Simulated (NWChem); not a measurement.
# the pair SiH2O2···CH2O, step by step

Aim: the energy (singlet CH4O3Si, PBE0-D2/jun-cc-pV(D+d)Z), then a single-point energy (singlet SiH2O2, PBE0-D2/jun-cc-pV(D+d)Z), then a single-point energy (singlet CH2O, PBE0-D2/jun-cc-pV(D+d)Z), then a single-point energy (singlet SiH2O2, PBE0-D2/jun-cc-pV(D+d)Z), then the energy (singlet CH2O, PBE0-D2/jun-cc-pV(D+d)Z) of CH4O3Si and its partners. 

Program for the calculation: NWChem 7.3.0.

## (1) Starting point

CH4O3Si: 9 atoms, total charge 0, spin state singlet. The two molecules were placed rigidly side by side, at 1.1 times their contact distance; the pair isn't optimised.

Bond lengths: O1–Si2 1.642 Å, Si2–O3 1.663 Å, C6–O7 1.195 Å, O1–H4 0.964 Å, O3–H5 0.960 Å, C6–H8 1.109 Å, C6–H9 1.109 Å. Angles: O1–Si2–O3 99.4°, Si2–O1–H4 117.5°, Si2–O3–H5 116.1°, O7–C6–H8 122.0°, O7–C6–H9 122.0°, H8–C6–H9 116.0°.

## (2) The energy at PBE0-D2/jun-cc-pV(D+d)Z (run 1)

File a.nw:

```
start a
title "CH4O3Si PBE0"
memory 2200 mb
charge 0
geometry units angstroms noautosym nocenter noautoz
 O     -1.453200    -0.090880    -0.266720
 Si    -0.222000    -0.776580     0.575980
 O      1.026000     0.202220     0.076880
 H     -1.241900     0.663620    -0.827820
 H      1.891100     0.001620     0.441680
 C      4.287040    -1.508400     1.958870
 O      4.758930    -2.201040     1.106530
 H      3.423600    -1.836510     2.572050
 H      4.686330    -0.498830     2.184060
end
basis spherical bse
 * library "jun-cc-pV(D+d)Z"
end
dft
 xc pbe0
 disp vdw 2
 grid fine
 convergence energy 1e-08
 iterations 100
 mulliken
 noprint "final vectors analysis"
end
task dft
```

Run with:

```console
$ nwchem a.nw > a.out
```

What it wrote:

```text
[...]
          Wavefunction type:  closed shell.
          No. of atoms     :     9
          No. of electrons :    48
[...]
          Charge           :     0
          Spin multiplicity:     1
[...]
          AO basis - number of functions:   119
[...]
              XC Information
              --------------
                         PBE0 Method XC Functional
                     Hartree-Fock (Exact) Exchange  0.250
          PerdewBurkeErnzerhof Exchange Functional  0.750
            Perdew 1991 LDA Correlation Functional  1.000 local
           PerdewBurkeErnz. Correlation Functional  1.000 non-local
[...]
 d= 0,ls=0.0,diis     1   -555.1491030414 -7.44D+02  1.69D-02  1.54D+00     3.8
[...]
 d= 0,ls=0.0,diis    10   -555.3271776731 -5.69D-09  6.00D-07  9.30D-09    30.9
         Total DFT energy =     -555.327177673130
      One electron energy =    -1140.347454967051
           Coulomb energy =      449.450918097325
    Exchange-Corr. energy =      -53.153757599997
 Nuclear repulsion energy =      188.724437680193
    Dispersion correction =       -0.001320883600
[...]
      Total Density - Mulliken Population Analysis
     ---------------------------------------------
    Atom       Charge   Shell Charges
 -----------   ------   -------------------------------------------------------
    1 O    8     8.42   2.01  0.83  0.88  0.02  2.86  1.69  0.11  0.01
    2 Si  14    13.63   2.00  2.03  0.90  0.84  0.12  6.01  1.03  0.35 -0.02  0.01  0.34
    3 O    8     8.49   2.01  0.83  0.89  0.06  2.86  1.70  0.14  0.01
    4 H    1     0.74   0.67 -0.01  0.08
    5 H    1     0.71   0.68 -0.05  0.08
    6 C    6     5.97   2.01  0.70  0.46  0.04  1.97  0.62  0.03  0.14
    7 O    8     8.23   2.01  0.86  0.93  0.10  2.80  1.46  0.06  0.02
    8 H    1     0.90   0.75  0.13  0.03
    9 H    1     0.91   0.75  0.13  0.03
[...]
```

It took 32 s on 1 thread of Intel Xeon 6975P-C (Granite Rapids), shared host; peak memory 0.12 GiB.

## (3) SiH2O2: the energy at PBE0-D2/jun-cc-pV(D+d)Z (run 2)

File h2o2si.nw:

```
start h2o2si
memory 2200 mb

geometry units atomic noautosym nocenter noautoz
O     -2.74615000    -0.17173831    -0.50402775
Si    -0.41951920    -1.46752351     1.08844445
O      1.93885900     0.38214042     0.14528214
H     -2.34685087     1.25406005    -1.56435308
H      3.57366107     0.00306136     0.83465423
end

basis spherical bse
* library "jun-cc-pV(D+d)Z"
end

dft
xc pbe0
disp vdw 2
grid fine
convergence energy 1e-08
iterations 100
mulliken
print low
end

task dft
```

Run with:

```console
$ nwchem h2o2si.nw > h2o2si.out
```

What it wrote:

```text
[...]
 d= 0,ls=0.0,diis     1   -440.8527486806 -5.44D+02  1.76D-02  8.26D-01     2.3
[...]
 d= 0,ls=0.0,diis     8   -440.9420080013 -6.21D-09  1.59D-06  2.28D-08     9.9
         Total DFT energy =     -440.942008001297
      One electron energy =     -815.732086471778
           Coulomb energy =      309.729417381765
    Exchange-Corr. energy =      -38.585017912358
 Nuclear repulsion energy =      103.646253833433
    Dispersion correction =       -0.000574832359
[...]
      Total Density - Mulliken Population Analysis
     ---------------------------------------------
    Atom       Charge   Shell Charges
 -----------   ------   -------------------------------------------------------
    1 O    8     8.41   2.01  0.83  0.88  0.02  2.86  1.69  0.11  0.01
    2 Si  14    13.64   2.00  2.03  0.90  0.85  0.12  6.01  1.03  0.35 -0.01  0.01  0.34
    3 O    8     8.50   2.01  0.83  0.89  0.06  2.86  1.70  0.14  0.01
    4 H    1     0.74   0.67 -0.01  0.08
    5 H    1     0.71   0.68 -0.05  0.08
[...]
```

It took 11 s on 1 thread of Intel Xeon 6975P-C (Granite Rapids), shared host; peak memory 0.11 GiB.

## (4) CH2O: the energy at PBE0-D2/jun-cc-pV(D+d)Z (run 3)

File ch2o.nw:

```
START ch2o
TITLE "CH2O"
memory total 2200 mb
GEOMETRY units bohr noautosym nocenter noautoz
  C   8.10133149 -2.85046289  3.70172781
  O   8.99307435 -4.15936279  2.09103865
  H   6.46966636 -3.47050093  4.86047008
  H   8.85588023 -0.94265208  4.12727524
END
BASIS spherical bse
  * library "jun-cc-pV(D+d)Z"
END
DFT
  xc pbe0
  disp vdw 2
  grid fine
  convergence energy 1e-08
  iterations 100
  mulliken
  noprint "final vectors analysis"
END
TASK dft
```

Run with:

```console
$ nwchem ch2o.nw > ch2o.out
```

What it wrote:

```text
[...]
          Wavefunction type:  closed shell.
          No. of atoms     :     4
          No. of electrons :    16
[...]
          Charge           :     0
          Spin multiplicity:     1
[...]
          AO basis - number of functions:    46
[...]
              XC Information
              --------------
                         PBE0 Method XC Functional
                     Hartree-Fock (Exact) Exchange  0.250
          PerdewBurkeErnzerhof Exchange Functional  0.750
            Perdew 1991 LDA Correlation Functional  1.000 local
           PerdewBurkeErnz. Correlation Functional  1.000 non-local
[...]
 d= 0,ls=0.0,diis     1   -114.2996801512 -1.46D+02  3.18D-02  6.95D-01     0.3
[...]
 d= 0,ls=0.0,diis     8   -114.3855986240  3.93D-09  2.46D-06  5.62D-08     1.9
         Total DFT energy =     -114.385598624011
      One electron energy =     -217.670675261194
           Coulomb energy =       86.396155576723
    Exchange-Corr. energy =      -14.568767132711
 Nuclear repulsion energy =       31.457979538236
    Dispersion correction =       -0.000291345064
[...]
      Total Density - Mulliken Population Analysis
     ---------------------------------------------
    Atom       Charge   Shell Charges
 -----------   ------   -------------------------------------------------------
    1 C    6     5.91   2.01  0.70  0.44  0.02  1.97  0.61  0.02  0.14
    2 O    8     8.26   2.01  0.86  0.93  0.11  2.80  1.47  0.06  0.02
    3 H    1     0.92   0.75  0.14  0.03
    4 H    1     0.92   0.75  0.14  0.03
[...]
```

Run time: 2.5 s. Hardware: 1 thread of Intel Xeon 6975P-C (Granite Rapids), shared host; peak memory 0.1 GiB.

## (5) SiH2O2 among ghost functions: the energy at PBE0-D2/jun-cc-pV(D+d)Z (with ghost functions) (run 4)

File h2o2si.nw:

```
start h2o2si
title "H2O2Si"
memory total 2200 mb

geometry units bohr noautosym nocenter noautoz
  O     -2.74615000    -0.17173831    -0.50402775
  Si    -0.41951920    -1.46752351     1.08844445
  O      1.93885900     0.38214042     0.14528214
  H     -2.34685087     1.25406005    -1.56435308
  H      3.57366107     0.00306136     0.83465423
  bqC      8.101331    -2.850463     3.701728
  bqO      8.993074    -4.159363     2.091039
  bqH      6.469666    -3.470501     4.860470
  bqH      8.855880    -0.942652     4.127275
end

basis "ao basis" spherical bse
  O library "jun-cc-pV(D+d)Z"
  Si library "jun-cc-pV(D+d)Z"
  H library "jun-cc-pV(D+d)Z"
  bqC library C "jun-cc-pV(D+d)Z"
  bqO library O "jun-cc-pV(D+d)Z"
  bqH library H "jun-cc-pV(D+d)Z"
end

dft
  xc pbe0
  disp vdw 2
  grid fine
  convergence energy 1e-08
  iterations 100
  mulliken
  print low
end

task dft energy
```

Run with:

```console
$ nwchem h2o2si.nw > h2o2si.out
```

What it wrote:

```text
[...]
 d= 0,ls=0.0,diis     1   -440.8528325108 -5.44D+02  1.08D-02  8.26D-01     3.7
[...]
 d= 0,ls=0.0,diis     8   -440.9421096398 -6.33D-09  9.75D-07  2.21D-08    25.3
         Total DFT energy =     -440.942109639818
      One electron energy =     -815.731314904618
           Coulomb energy =      309.728450469015
    Exchange-Corr. energy =      -38.584924205289
 Nuclear repulsion energy =      103.646253833433
    Dispersion correction =       -0.000574832359
[...]
      Total Density - Mulliken Population Analysis
     ---------------------------------------------
    Atom       Charge   Shell Charges
 -----------   ------   -------------------------------------------------------
    1 O    8     8.42   2.01  0.83  0.88  0.02  2.86  1.69  0.11  0.01
    2 Si  14    13.64   2.00  2.03  0.90  0.85  0.12  6.01  1.03  0.35 -0.02  0.01  0.34
    3 O    8     8.50   2.01  0.83  0.89  0.06  2.86  1.70  0.14  0.01
    4 H    1     0.74   0.67 -0.01  0.08
    5 H    1     0.71   0.68 -0.05  0.08
    6 X    0     0.00  -0.00 -0.00  0.00  0.00 -0.00  0.00 -0.00 -0.00
    7 X    0     0.00   0.00  0.00  0.00 -0.00  0.00 -0.00  0.00 -0.00
    8 X    0    -0.00  -0.00 -0.00 -0.00
    9 X    0    -0.00  -0.00 -0.00 -0.00
[...]
```

It took 26 s on 1 thread of Intel Xeon 6975P-C (Granite Rapids), shared host; peak memory 0.12 GiB.

## (6) CH2O among ghost functions: the energy at PBE0-D2/jun-cc-pV(D+d)Z (with ghost functions) (run 5)

File m1.nw:

```
start m1
memory 2200 mb

geometry units bohr noautosym nocenter noautoz
  C      8.10133149    -2.85046289     3.70172781
  O      8.99307435    -4.15936279     2.09103865
  H      6.46966636    -3.47050093     4.86047008
  H      8.85588023    -0.94265208     4.12727524
  bqO     -2.746150    -0.171738    -0.504028
  bqSi    -0.419519    -1.467524     1.088444
  bqO      1.938859     0.382140     0.145282
  bqH     -2.346851     1.254060    -1.564353
  bqH      3.573661     0.003061     0.834654
end

basis spherical bse
  C library "jun-cc-pV(D+d)Z"
  O library "jun-cc-pV(D+d)Z"
  H library "jun-cc-pV(D+d)Z"
  bqO library O "jun-cc-pV(D+d)Z"
  bqSi library Si "jun-cc-pV(D+d)Z"
  bqH library H "jun-cc-pV(D+d)Z"
end

dft
  xc pbe0
  disp vdw 2
  grid fine
  convergence energy 1e-08
  iterations 100
  mulliken
  print low
end

task dft energy
```

Run with:

```console
$ nwchem m1.nw > m1.out
```

What it wrote:

```text
[...]
 d= 0,ls=0.0,diis     1   -114.2997253188 -1.46D+02  1.25D-02  6.95D-01     2.8
[...]
 d= 0,ls=0.0,diis     8   -114.3856424630  3.92D-09  9.62D-07  5.62D-08    21.5
         Total DFT energy =     -114.385642462954
      One electron energy =     -217.670889955313
           Coulomb energy =       86.396338681807
    Exchange-Corr. energy =      -14.568779382620
 Nuclear repulsion energy =       31.457979538236
    Dispersion correction =       -0.000291345064
[...]
      Total Density - Mulliken Population Analysis
     ---------------------------------------------
    Atom       Charge   Shell Charges
 -----------   ------   -------------------------------------------------------
    1 C    6     5.94   2.01  0.70  0.45  0.04  1.97  0.61  0.02  0.14
    2 O    8     8.24   2.01  0.86  0.93  0.10  2.80  1.47  0.06  0.02
    3 H    1     0.91   0.75  0.13  0.03
    4 H    1     0.91   0.75  0.13  0.03
    5 X    0     0.00  -0.00  0.00 -0.00  0.00 -0.00  0.00  0.00 -0.00
    6 X    0    -0.00   0.00  0.00  0.00 -0.00 -0.00 -0.00 -0.00  0.00 -0.00 -0.00 -0.00
    7 X    0     0.00  -0.00 -0.00  0.00  0.00 -0.00  0.00  0.00  0.00
    8 X    0     0.00  -0.00  0.00 -0.00
    9 X    0    -0.00   0.00 -0.00  0.00
[...]
```

Wall time 22 s (1 thread of Intel Xeon 6975P-C (Granite Rapids), shared host); peak memory 0.12 GiB.

## (7) What came out

```
                                                                                                                  quantity          value
                                                                              run 1, PBE0-D2/jun-cc-pV(D+d)Z: total energy  -555.32718 Eh
                                                                             run 1, PBE0-D2/jun-cc-pV(D+d)Z: dipole moment         2.61 D
                                                                         run 1, PBE0-D2/jun-cc-pV(D+d)Z: dispersion energy   -3.47 kJ/mol
                                                                                                      SiH2O2: total energy  -440.94201 Eh
                                                                                                 SiH2O2: dispersion energy   -1.51 kJ/mol
                                                                                                        CH2O: total energy  -114.38560 Eh
                                                                                                       CH2O: dipole moment         2.41 D
                                                                                                   CH2O: dispersion energy   -0.76 kJ/mol
                                                                                SiH2O2 among ghost functions: total energy  -440.94211 Eh
                                                                           SiH2O2 among ghost functions: dispersion energy   -1.51 kJ/mol
                                                                                  CH2O among ghost functions: total energy  -114.38564 Eh
                                                                             CH2O among ghost functions: dispersion energy   -0.76 kJ/mol
              interaction energy of the rigid parts SiH2O2 and CH2O (parts in their own basis; closest atoms 3.20 Å apart)       0.012 eV
interaction energy of the rigid parts SiH2O2 and CH2O (parts in the whole basis, counterpoise; closest atoms 3.20 Å apart)       0.016 eV
```

What this shows: The interaction energy of the rigid parts SiH2O2 and CH2O (parts in their own basis; closest atoms 3.20 Å apart) is 0.01 eV (1.1 kJ/mol). Without counterpoise this holds the superposition error of the basis. The interaction energy of the rigid parts SiH2O2 and CH2O (parts in the whole basis, counterpoise; closest atoms 3.20 Å apart) is 0.02 eV (0.4 kcal/mol). The basis-set superposition error is 0.4 kJ/mol.
